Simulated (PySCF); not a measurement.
# C2H10BNSi: the cost of one run

Programs: PySCF 2.14.0, with density-fitted response routines of our own. Each step states its level of theory. These are calculated values for one molecule in the gas phase, unless marked as measured. Atoms are numbered from 0 throughout.

## 1. The molecule as given

15 atoms, charge 0, multiplicity 1; geometry from: GFN2-xTB. The atoms were then displaced at random by about 0.01 Å, so the start is not that level's minimum.

Bonds of the start (Å): C0–Si1 1.90, Si1–C2 1.92, Si1–B3 2.00, B3–N4 1.35, C0–H5 1.11, C0–H6 1.10, C0–H7 1.05, Si1–H8 1.51, C2–H9 1.08, C2–H10 1.10, C2–H11 1.07, B3–H12 1.18, N4–H13 0.99, N4–H14 1.02.

## 2. Relaxing the molecule at PBE0-D3(BJ)/def2-SVP

What the job is given:

```
{"job": {"xc": "PBE0", "basis": "def2-SVP", "d3": "d3bj", "grid": 1, "shake": 0.01, "kind": "geom"}, "charge": 0, "multiplicity": 1}
C     -1.804580    -1.003420    -0.296620
Si    -0.277480    -0.075710     0.349750
C     -0.658770     1.799210     0.158640
B      1.436130    -0.582170    -0.550460
N      2.573930    -0.684130     0.163610
H     -2.730280    -0.641060     0.202950
H     -1.953480    -0.802800    -1.363640
H     -1.730630    -2.046400    -0.163870
H     -0.281070    -0.301650     1.843770
H     -1.590240     2.069540     0.630080
H      0.124340     2.399180     0.649510
H     -0.674880     2.093050    -0.872380
H      1.465140    -0.801570    -1.708620
H      3.454200    -0.917730    -0.216030
H      2.632370    -0.521730     1.166070
```

The run is started by

```console
> OMP_NUM_THREADS=1 python probes_run.py task.json out
```

The driver reads the jobs from task.json and runs them one after another.

Q: Estimate the wall time and peak memory of this first job on 1 thread of Arm Neoverse V1, shared host.

About 58 s, with a peak of 0.49 GiB.
